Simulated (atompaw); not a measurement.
# Pseudopotential generation for tantalum: PAW (atompaw), PBEsol

Task: generate the file, and judge it by its logarithmic derivatives, its ghosts and its cutoff.

Program: atompaw 4.2.0.5. Reference atom: PBEsol, scalar-relativistic, spherical and spin-unpolarised. All values are calculated.

### Step 1. Settings

Typed settings, in words:

- element: tantalum (Ta, Z = 73)
- type: PAW
- frozen core: [Kr] 4d10 4f14
- valence charge: 13
- reference configuration: 5s2 5p6 5d3 6s0 6p0 (charge +2)
- partial waves: 5s (bound); 6s (bound, empty); 5p (bound); 6p (bound, empty); 5d (bound); 5d channel at -0.9 Ry
- local potential: troulliermartins scheme with l = 3 at 0 Ry, radius 2.10 bohr
- core correction: smooth core density matched at 1.35 bohr
- augmentation charge: besselshape compensation charge, radius 2.15 bohr; PAW radius 2.20 bohr; waves and projectors: bloechl

The outer shells as boxes (Hund's rule for the drawing; the calculation is spin-unpolarised):

```
[Kr] core
4d [↑↓][↑↓][↑↓][↑↓][↑↓]
4f [↑↓][↑↓][↑↓][↑↓][↑↓][↑↓][↑↓]
5s [↑↓]
5p [↑↓][↑↓][↑↓]
5d [↑ ][↑ ][↑ ][  ][  ]
6s [  ]
6p [  ][  ][  ]
```

The nodes and maxima of the atom's own shells, from an earlier all-electron run, set the scale for the radii.

All-electron outer shells of the reference configuration (PBEsol, scalar-relativistic, ld1.x):

| shell | level (eV) | outermost node (bohr) | outermost maximum (bohr) |
| --- | --- | --- | --- |
| 5s | -88.59 | 0.54 | 0.98 |
| 5p | -54.98 | 0.58 | 1.13 |
| 4f | -40.30 | – | 0.44 |
| 6s | -18.37 | 1.31 | 2.55 |
| 5d | -18.32 | 0.65 | 1.54 |
| 6p | -12.40 | 1.56 | 3.23 |
| 5f | -4.28 | 0.97 | 5.53 |

### Step 2. Generation

Ta.input

```
Ta 73
GGA-PBESOL scalarrelativistic loggrid 2001 logderivrange -9 5 351
6 6 5 4 0 0
6 0 0
6 1 0
5 2 3
0 0 0
c
c
c
c
v
v
c
c
c
v
v
c
c
v
c
2
2.20 2.15 2.10 1.35
n
n
y
-0.9
n
bloechl besselshape
3 0 troulliermartins
PWSCFOUT
UPFDX 0.0125d0 UPFXMIN -7.d0 UPFZMESH 73.d0
END
```

Started as:

```sh
atompaw < Ta.input > Ta.log
```

Q: Predict the outcome of this session. Wanted: cutoffs for 10 and 1 mRy, occupied levels; bound ghosts; largest phase difference near zero energy, channels read; lowest eigenvalue of the overlap; share of valence orbitals outside the PAW sphere; UPF file.

The runs gave:

```
                                                quantity                                      value
               cutoffs for 10 and 1 mRy, occupied levels                            55 Ry and 90 Ry
                                            bound ghosts                                 none found
largest phase difference near zero energy, channels read                                  3.104 rad
         lowest eigenvalue of the overlap (Bessel basis)                                  0.001 (d)
        share of valence orbitals outside the PAW sphere  5s 1 %, 6s 77 %, 5p 4 %, 6p 91 %, 5d 33 %
                                                UPF file                                    written
```

In words: The overlap operator is nearly singular (0.001). The potential is of middling hardness: the looser tolerance needs 55 Ry. No bound ghost shows below the valence levels. Near zero energy the largest phase difference among the channels read is 3.10 rad, in the d channel. A step near π is an extra or missing state, not a misfit of shape. The pseudo curves have a pole with no partner nearby in the atom's: d at 0.56 Ry. At positive energy that is a spurious or a displaced resonance. Note that the frozen 4f shell (-40 eV) lies no deeper than the valence 5s shell (-89 eV). These are tests on the free atom; a crystal test is still owed.
